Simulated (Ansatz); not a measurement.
# SiC: the cost of one run

Program: Ansatz 0.2.0 (single point, PBE, plane waves PAW). Host: Arm Neoverse N1, 56 cores, 56 hardware threads, 90 GiB; it was booked for these runs alone, one at a time. Each run is timed once from launch to exit, start-up included.

### 1 What is computed

The cell holds 360 atoms in 3714 Å³, 6×6×5 copies of a database cell, with the atoms displaced at random so that no symmetry is left.

### 2 The reference run

Input file input.yaml:

```yaml
crystal:
  lattice:
    - [0.000000, 13.061982, 13.061982]
    - [13.061982, 0.000000, 13.061982]
    - [10.884985, 10.884985, 0.000000]
  atoms:
    - { symbol: Si, position: [0.046730, 0.040231, 0.051026] }
    - { symbol: C, position: [0.000317, 0.001808, -0.003643] }
    - { symbol: Si, position: [0.040769, 0.040039, 0.247208] }
    - { symbol: C, position: [-0.001827, -0.001110, 0.199255] }
    - { symbol: Si, position: [0.039703, 0.042580, 0.448577] }
    - { symbol: C, position: [-0.006924, 0.002578, 0.398982] }
    - { symbol: Si, position: [0.040057, 0.042248, 0.650597] }
    - { symbol: C, position: [0.000114, -0.001850, 0.600498] }
    - { symbol: Si, position: [0.038338, 0.044792, 0.846712] }
    - { symbol: C, position: [-0.000447, 0.000041, 0.800569] }
    - { symbol: Si, position: [0.041133, 0.209379, 0.040555] }
    - { symbol: C, position: [-0.000506, 0.166040, -0.001464] }
# [... 344 more atoms ...]
    - { symbol: Si, position: [0.873172, 0.874566, 0.648086] }
    - { symbol: C, position: [0.833307, 0.831209, 0.600735] }
    - { symbol: Si, position: [0.876233, 0.875978, 0.848547] }
    - { symbol: C, position: [0.835130, 0.830024, 0.798333] }
kpoints:
  mp_grid: { grid: [1, 1, 1] }
hamiltonian:
  xc: pbe
  pseudopotentials: { azcp: { folder: soft_1 } }
scf:
  occupations: { method: fixed }
output: { forces: true }
```

The run is started by

```
$ taskset -c 8-63 ansatz run input.yaml --backend cpu --max-ram 64GiB --events-out ev --progress --plain --runs-dir out
```

What time and memory should one allow on 56 threads of Arm Neoverse N1, host not shared?

About 23 s, with a peak of 8.8 GiB.
